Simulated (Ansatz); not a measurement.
# C2H8AlClSi: a ladder of functionals and wavefunction methods

How much do the methods differ for C2H8AlClSi? The plan is to run it at one geometry with functionals of several rungs and with coupled cluster. The yardstick is the atomisation energy at the CCSD(T) limit.

Method: functionals in def2-TZVPP, the program's frozen cores in correlated methods; program: Ansatz 0.2.0, Gaussian basis.

The runs, in order: PBE-D4, r2SCAN-D4, PBE0-D4, B3LYP-D4, ωB97X-V, ωB97M-V, B2PLYP; CCSD(T)/def2-TZVPP; MP2/def2-QZVPP; extrapolation to the limit.

## Step 1: The relaxed structure

The geometry comes from an earlier relaxation with PBE0-D4 in a triple-zeta def2 set; it is a stationary point, not always the lowest conformer.

13 atoms, charge 0, spin multiplicity 1.

Atoms are counted from 1 here; the program's logs count them from 0.

Bond lengths: Al1–C2 1.970 Å, Al1–Cl3 2.399 Å, Al1–H6 1.582 Å, Al1–H7 1.584 Å, C2–Cl3 1.928 Å, C2–C4 1.490 Å, C2–H8 1.089 Å, C4–Si5 1.890 Å, C4–H9 1.096 Å, C4–H10 1.095 Å, Si5–H11 1.485 Å, Si5–H12 1.487 Å, Si5–H13 1.487 Å. Angles: C2–Al1–Cl3 51.2°, C2–Al1–H6 119.0°, C2–Al1–H7 115.7°, Cl3–Al1–H6 109.9°, Cl3–Al1–H7 108.9°, H6–Al1–H7 124.8°, Al1–C2–Cl3 75.9°, Al1–C2–C4 125.0°, Al1–C2–H8 118.6°, Cl3–C2–C4 110.9°, Cl3–C2–H8 101.4°, C4–C2–H8 113.2°, Al1–Cl3–C2 52.8°, C2–C4–Si5 108.7°, C2–C4–H9 113.5°, C2–C4–H10 111.5°, Si5–C4–H9 108.4°, Si5–C4–H10 106.7° and more.

## Step 2: PBE-D4 (GGA)

The input, in.yaml:

```yaml
crystal:
  periodic: [false, false, false]
  atoms:
    - {symbol: Al, position_ang: [-1.835653, 0.510662, 1.157380]}
    - {symbol: C, position_ang: [-0.008886, -0.188153, 0.917949]}
    - {symbol: Cl, position_ang: [0.089148, 0.827989, 2.553311]}
    - {symbol: C, position_ang: [0.975439, 0.314738, -0.081156]}
    - {symbol: Si, position_ang: [0.751578, -0.651443, -1.689615]}
    - {symbol: H, position_ang: [-2.904744, -0.379321, 1.909889]}
    - {symbol: H, position_ang: [-2.155869, 1.868677, 0.407862]}
    - {symbol: H, position_ang: [0.215353, -1.192861, 1.273895]}
    - {symbol: H, position_ang: [2.017552, 0.210928, 0.242071]}
    - {symbol: H, position_ang: [0.801735, 1.368623, -0.320885]}
    - {symbol: H, position_ang: [1.748963, -0.184117, -2.686328]}
    - {symbol: H, position_ang: [-0.619780, -0.434581, -2.221145]}
    - {symbol: H, position_ang: [0.945665, -2.105742, -1.448431]}
basis:
  gaussian: {orbitals: def2-TZVPP}
hamiltonian: {xc: pbe, dispersion: d4}
output: {forces: true, orbitals: {seedname: orbitals}}
```

Launch:

```
> ansatz run in.yaml --threads 4 --pin off --events-out ev --progress --plain --max-ram 10444MiB
```

The runs that follow: r2SCAN-D4 (meta-GGA); PBE0-D4 (hybrid); B3LYP-D4 (hybrid); ωB97X-V (range-separated); ωB97M-V (range-separated); B2PLYP (double hybrid); CCSD(T) in def2-TZVPP; MP2 in def2-QZVPP.

**Question.** What will the summary of the whole plan be? Wanted: atomisation energy, CCSD(T)/CBS; farthest; mean size of error, hybrid; mean size of error, range-separated; gap, smallest and largest; T1 diagnostic; triples share of the correlation energy.

As calculated:

```
                               quantity                                                   value
        atomisation energy, CCSD(T)/CBS                                           4205.8 kJ/mol
 functionals within 21.0 kJ/mol (0.5 %)  PBE-D4, r2SCAN-D4, PBE0-D4, B3LYP-D4, ωB97X-V, ωB97M-V
                               farthest                                   B2PLYP (-66.1 kJ/mol)
             mean size of error, hybrid                                             14.0 kJ/mol
    mean size of error, range-separated                                             14.0 kJ/mol
              gap, smallest and largest                    4.69 eV (PBE-D4), 11.29 eV (ωB97X-V)
                          T1 diagnostic                                                  0.0118
triples share of the correlation energy                                                   4.0 %
```

**Reading.** PBE-D4 misses by +16.2 kJ/mol. Double hybrids carry the basis error of their MP2 part in triple zeta, and no dispersion term here, so their miss is partly the set-up's. The reference freezes the cores and leaves out relativity and excitations past (T), so misses under about 21.0 kJ/mol can't be ranked. Hartree-Fock recovers 75 % of the binding; the rest is correlation. The gap grows from 4.7 to 11.3 eV across the functionals, mostly with the share of exact exchange.
